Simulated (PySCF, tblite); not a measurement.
**C4H2O3: geometry, infrared bands, NMR shifts and spin-spin couplings**

Aim: predict the infrared bands, NMR shifts and spin-spin couplings of C4H2O3 (`O=COc1cc1=O`).

The runs use tblite 0.8.0 and PySCF 2.14.0, with density-fitted response routines of our own; the level of theory stands in each step. All values are computed, except where a source is named. Atoms count from 0, in the outputs and in this text.

**1. The starting structure**

9 atoms, charge 0, multiplicity 1; geometry from: force field or distance geometry start.

Bonds of the start (Å): O0–C1 1.29, C1–O2 1.39, O2–C3 1.39, C3–C4 1.39, C4–C5 1.39, C5–O6 1.26, C5–C3 1.38, C1–H7 1.09, C4–H8 1.10.

**2. Geometry optimisation with GFN2-xTB**

Job settings and geometry (Å):

```
{"job": {"kind": "relax", "xc": "GFN2-xTB", "basis": "xTB"}, "charge": 0, "multiplicity": 1}
O      1.652400    -0.733200     1.171600
C      1.958500    -0.308200    -0.002000
O      0.935300     0.145200    -0.821100
C     -0.396800     0.160000    -0.409500
C     -1.368800     0.909700     0.246700
C     -1.665500    -0.361500    -0.223400
O     -2.438500    -1.340000    -0.403300
H      3.000300    -0.307400    -0.326700
H     -1.663300     1.841500     0.742400
```

The run is started by

```
$ OMP_NUM_THREADS=1 python probes_run.py task.json out
```

This one command runs all jobs of the session in turn.

**Question.** This job is followed by: GFN2-xTB harmonic vibrations, gas phase; GIAO PBE0/pcSseg-1 NMR shielding, non-relativistic, gas phase; B3LYP/pcJ-1 indirect spin-spin coupling, non-relativistic, gas phase. What will the session give for the following? strongest single infrared mode (GFN2-xTB); zero-point energy (GFN2-xTB); 13C shifts against TMS (PBE0/pcSseg-1); 1H shifts against TMS (PBE0/pcSseg-1); 17O shifts against H2O (PBE0/pcSseg-1); surface potential, 1st and 99th percentile; largest coupling of the table (B3LYP/pcJ-1).

As calculated:

| quantity | value |
| --- | --- |
| strongest single infrared mode (GFN2-xTB) | 2098 cm⁻¹, 789 km/mol |
| zero-point energy (GFN2-xTB) | 31.9 kcal/mol |
| 13C shifts against TMS (PBE0/pcSseg-1) | 166.9, 162.2, 139.0, 136.7 ppm |
| 1H shifts against TMS (PBE0/pcSseg-1) | 8.27, 7.15 ppm |
| 17O shifts against H2O (PBE0/pcSseg-1) | 477.0, 298.4, 263.1 ppm |
| surface potential, 1st and 99th percentile | -1.75 V and 1.82 V |
| largest coupling of the table (B3LYP/pcJ-1) | 1J(C,H) C1–H7, 247.4 Hz |

What this shows: Relaxing lowered the energy by 1.156 eV in 88 steps; the close pair that moved most is O0–C1, from 1.285 to 1.187 Å. No mode is imaginary among the 21: a minimum at this level. The strongest single mode, at 2098 cm⁻¹, moves mainly C5. GFN2-xTB is a fitted tight-binding method: band positions and strengths are rough. Its intensities can rank the bands wrongly. At PBE0/pcSseg-1: The largest span, 734 ppm, is at O0, where the paramagnetic term is -542 ppm. At PBE0/pcSseg-1, counted by nearest atom on the grid, the HOMO lies on O6 56 %; C3 16 %, the LUMO on C1 29 %; O0 21 %. In the run at B3LYP/pcJ-1, the largest coupling of the table is C1–H7, 247.4 Hz, of which the Fermi-contact term gives 246.5 Hz. Couplings across rotatable bonds belong to this one conformer; where others are populated, the observed values are averages.
